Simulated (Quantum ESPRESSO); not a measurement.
Runs of Quantum ESPRESSO 7.5 on Pt. The cell holds a sheet with vacuum, 1 atom: a = 2.523 Å, b = 2.523 Å, c = 23.800 Å, α = 90.00°, β = 90.00°, γ = 90.00°. The cell was built by a generator and needn't be a form met in nature.

| level | form of the LDA correlation | gap on the mesh (eV) | work function (eV) |
| --- | --- | --- | --- |
| PBE | - | none | 6.25 |
| PBEsol | - | none | (b) |
| RPBE | - | none | (a) |
| revPBE | - | none | 6.13 |
| LDA | PZ81 | none | 6.60 |
| BLYP | - | none | 5.97 |
| AM05 | - | none | 6.27 |

Alike in all rows: task work function; potentials or basis SG15 PBE 1.2; no spin polarisation; cell as given; k mesh 10 × 10 × 1; cutoff (eV) 952; smearing fermi-dirac 0.05 eV.

Problem. Estimate the missing entries.

Solution. (a) 6.12; (b) 6.37.

A k mesh can miss the band edges, and the runs leave out spin-orbit coupling on Pt.

A gap of «none» marks a metal or a gap under the smearing width.
